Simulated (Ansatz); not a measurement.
**C8H10O: up Jacob's ladder to CCSD(T)**

One table from this session's results is given with a row withheld; the runs are named, their logs left out.

Program: Ansatz 0.2.0, Gaussian basis. Level of theory: functionals in def2-TZVPP, the program's frozen cores in correlated methods. These are calculated values, not measurements.

The runs, in order: LDA (SPW92), PBE-D4, revPBE-D4, BLYP-D4, r2SCAN-D4, B97M-V, PBE0-D4, B3LYP-D4, r2SCANh-D4, r2SCAN0-D4, HSE06-D4, BHLYP-D4, CAM-B3LYP-D4, LC-ωPBE, ωB97X-V, ωB97M-V, B2PLYP, PBE-QIDH; CCSD(T)/def2-SVP; CCSD(T)/def2-TZVPP; MP2/def2-QZVPP; extrapolation to the limit; RPA on PBE.

## The relaxed structure

The geometry comes from an earlier relaxation with PBE0-D4 in a triple-zeta def2 set; it is a stationary point, not always the lowest conformer.

SMILES `Cc1cc(C)cc(O)c1`, 19 atoms, charge 0, spin multiplicity 1.

Atoms are counted from 1 here; the program's logs count them from 0.

Bond lengths: C1–C2 1.499 Å, C1–H10 1.093 Å, C1–H11 1.094 Å, C1–H12 1.091 Å, C2–C3 1.387 Å, C2–C9 1.392 Å, C3–C4 1.394 Å, C3–H13 1.085 Å, C4–C5 1.499 Å, C4–C6 1.386 Å, C5–H14 1.092 Å, C5–H15 1.095 Å, C5–H16 1.091 Å, C6–C7 1.390 Å, C6–H17 1.084 Å, C7–O8 1.357 Å, C7–C9 1.386 Å, O8–H18 0.961 Å and more. Angles: C2–C1–H10 111.2°, C2–C1–H11 111.1°, C2–C1–H12 111.2°, H10–C1–H11 107.2°, H10–C1–H12 108.0°, H11–C1–H12 107.9°, C1–C2–C3 121.0°, C1–C2–C9 120.1°, C3–C2–C9 118.9°, C2–C3–C4 121.3°, C2–C3–H13 119.3°, C4–C3–H13 119.4°, C3–C4–C5 120.4°, C3–C4–C6 119.1°, C5–C4–C6 120.5°, C4–C5–H14 111.3°, C4–C5–H15 110.7°, C4–C5–H16 111.4° and more.

The first run:

in.yaml

```yaml
crystal:
  periodic: [false, false, false]
  atoms:
    - {symbol: C, position_ang: [2.235616, -1.307595, -0.748596]}
    - {symbol: C, position_ang: [0.984335, -0.682169, -0.211150]}
    - {symbol: C, position_ang: [0.395831, 0.401042, -0.847100]}
    - {symbol: C, position_ang: [-0.763588, 0.992246, -0.347292]}
    - {symbol: C, position_ang: [-1.400371, 2.141071, -1.068559]}
    - {symbol: C, position_ang: [-1.333079, 0.487320, 0.810489]}
    - {symbol: C, position_ang: [-0.753011, -0.598266, 1.455584]}
    - {symbol: O, position_ang: [-1.356711, -1.047597, 2.585316]}
    - {symbol: C, position_ang: [0.398063, -1.181048, 0.948770]}
    - {symbol: H, position_ang: [2.098892, -2.377779, -0.925555]}
    - {symbol: H, position_ang: [3.064547, -1.199691, -0.043206]}
    - {symbol: H, position_ang: [2.534905, -0.845641, -1.690147]}
    - {symbol: H, position_ang: [0.848675, 0.797294, -1.750532]}
    - {symbol: H, position_ang: [-0.648269, 2.797564, -1.510764]}
    - {symbol: H, position_ang: [-2.038336, 1.782208, -1.882338]}
    - {symbol: H, position_ang: [-2.024346, 2.735649, -0.399423]}
    - {symbol: H, position_ang: [-2.231326, 0.926074, 1.229744]}
    - {symbol: H, position_ang: [-0.858563, -1.792467, 2.932670]}
    - {symbol: H, position_ang: [0.846723, -2.028216, 1.462090]}
basis:
  gaussian: {orbitals: def2-TZVPP}
hamiltonian: {xc: lda}
output: {orbitals: {seedname: orbitals}}
```

Launch:

```console
ansatz run in.yaml --threads 2 --pin off --events-out ev --progress --plain --max-ram 22528MiB --backend cuda --devices 0, --max-vram 18GiB
```

Steps of the session up to this table: LDA; PBE-D4 (GGA); revPBE-D4 (GGA); BLYP-D4 (GGA); r2SCAN-D4 (meta-GGA); B97M-V (meta-GGA); PBE0-D4 (hybrid); B3LYP-D4 (hybrid); r2SCANh-D4 (hybrid); r2SCAN0-D4 (hybrid); HSE06-D4 (hybrid); BHLYP-D4 (hybrid); CAM-B3LYP-D4 (range-separated); LC-ωPBE (range-separated); ωB97X-V (range-separated); ωB97M-V (range-separated); B2PLYP (double hybrid); PBE-QIDH (double hybrid).

One of the session's tables, all rows but one given; the rest of the session is left out.

It belongs to the step «Frontier levels by functional». 

| functional | HOMO (eV) | gap (eV) |
| --- | --- | --- |
| LDA (SPW92) | -5.48 | 4.28 |
| PBE-D4 | -5.28 | 4.31 |
| revPBE-D4 | -5.20 | 4.32 |
| BLYP-D4 | ? | ? |
| r2SCAN-D4 | -5.46 | 4.68 |
| B97M-V | -5.46 | 4.73 |
| PBE0-D4 | -6.32 | 6.23 |
| B3LYP-D4 | -6.12 | 5.83 |
| r2SCANh-D4 | -5.86 | 5.39 |
| r2SCAN0-D4 | -6.45 | 6.46 |
| HSE06-D4 | -5.93 | 5.46 |
| BHLYP-D4 | -7.19 | 8.09 |
| CAM-B3LYP-D4 | -7.54 | 8.50 |
| LC-ωPBE | -8.79 | 10.77 |
| ωB97X-V | -8.46 | 10.42 |
| ωB97M-V | -8.40 | 10.26 |

**Question.** Estimate the row for BLYP-D4.

Worked estimate for «HOMO (eV)». Against the share of exact exchange, B3LYP-D4 (0.2, -6.12), BHLYP-D4 (0.5, -7.19) give a slope of -3.57 per unit share; at 0 the line stands at -5.41.

As computed: HOMO (eV): -5.12; gap (eV): 4.30. In «HOMO (eV)» the line misses by -0.29.
